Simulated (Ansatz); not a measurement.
The system is Ta3AsAu2O13.

```
CELL_PARAMETERS angstrom
5.40201 -0.00077 -0.00162
-2.01720 5.60758 -0.00284
-0.71822 -1.86353 8.44196
ATOMIC_POSITIONS crystal
Ta 0.37386 0.58885 0.59831
Ta 0.46236 0.26627 0.18689
Ta 0.70830 0.86746 0.02761
As 0.97877 0.98236 0.65371
Au 0.10388 0.53998 0.17237
Au 0.66302 0.32022 0.80522
O 0.06196 0.03577 0.14158
O 0.98182 0.01457 0.85130
O 0.11152 0.27055 0.61508
O 0.16027 0.81199 0.58364
O 0.43055 0.53360 0.06777
O 0.91171 0.61275 0.98081
O 0.60406 0.15754 0.98626
O 0.55565 0.98713 0.20984
O 0.30756 0.45473 0.35006
O 0.79668 0.50556 0.28659
O 0.66380 0.88131 0.55106
O 0.47145 0.71751 0.81742
O 0.65279 0.45184 0.61449
```

The cell was built by a generator and needn't be a form met in nature.

* Program: Ansatz 0.2.0
* Task: relaxation of cell and atoms
* Functional: PBE
* Dispersion: D4
* Potentials or basis: Ansatz PAW
* Cutoff: 420 eV (not typed: the program's choice for these potentials)
* k mesh: 4 × 4 × 3
* Occupations: fermi-dirac, width 0.05 eV
* Spin: no spin polarisation

At the start: volume 13.46 Å³/atom.

Task: Where does the relaxation end?

Result: It ends after 15 steps and the volume is 13.05 Å³/atom (-3.0 %); space group P1 (No. 1, to 0.05 Å).

Step by step:
| step | energy change (eV) | largest force (eV/Å) | volume (Å³) |
| --- | --- | --- | --- |
| 1 | 0.0000 | 0.0298 | 255.67 |
| 2 | -0.0646 | 0.2158 | 249.12 |
| 3 | -0.0693 | 0.1376 | 249.70 |
| 4 | -0.0730 | 0.1010 | 249.53 |
| 5 | -0.0792 | 0.0417 | 248.76 |
| 6 | -0.0799 | 0.0235 | 248.64 |
| 7 | -0.0804 | 0.0209 | 248.56 |
| 8 | -0.0804 | 0.0238 | 248.57 |
| 9 | -0.0805 | 0.0180 | 248.57 |
| 10 | -0.0807 | 0.0133 | 248.55 |
| 11 | -0.0807 | 0.0085 | 248.55 |
| 12 | -0.0568 | 0.0086 | 248.55 |
| 13 | -0.0600 | 0.0166 | 247.82 |
| 14 | -0.0595 | 0.0094 | 247.98 |
| 15 | -0.0574 | 0.0094 | 247.98 |

Final structure:
```cif
data_structure
_symmetry_space_group_name_H-M 'P 1'
_symmetry_Int_Tables_number 1
_cell_length_a 5.3707
_cell_length_b 5.9030
_cell_length_c 8.5411
_cell_angle_alpha 100.124
_cell_angle_beta 95.005
_cell_angle_gamma 109.599
_cell_volume 247.98
loop_
_atom_site_label
_atom_site_type_symbol
_atom_site_fract_x
_atom_site_fract_y
_atom_site_fract_z
_atom_site_occupancy
Ta1 Ta 0.36849 0.58994 0.59787 1
Ta2 Ta 0.46549 0.26262 0.18837 1
Ta3 Ta 0.71268 0.86451 0.03068 1
As1 As 0.97479 0.98323 0.65552 1
Au1 Au 0.10371 0.53913 0.16863 1
Au2 Au 0.65582 0.31039 0.79767 1
O1 O 0.06942 0.03040 0.14779 1
O2 O 0.98705 0.01423 0.85620 1
O3 O 0.11122 0.27327 0.61741 1
O4 O 0.15315 0.81261 0.57873 1
O5 O 0.42953 0.52813 0.06417 1
O6 O 0.90976 0.60711 0.97349 1
O7 O 0.60223 0.15181 0.98484 1
O8 O 0.56763 0.98798 0.21762 1
O9 O 0.30969 0.45934 0.34950 1
O10 O 0.79967 0.51279 0.28696 1
O11 O 0.65588 0.89854 0.55713 1
O12 O 0.46959 0.71718 0.81917 1
O13 O 0.65422 0.45678 0.60827 1
```

Caveat: the plane-wave basis is chosen anew once the cell has moved, so the energies of steps on either side of that aren't comparable; the pressure holds a Pulay correction of +0.7 GPa for the finite cutoff.
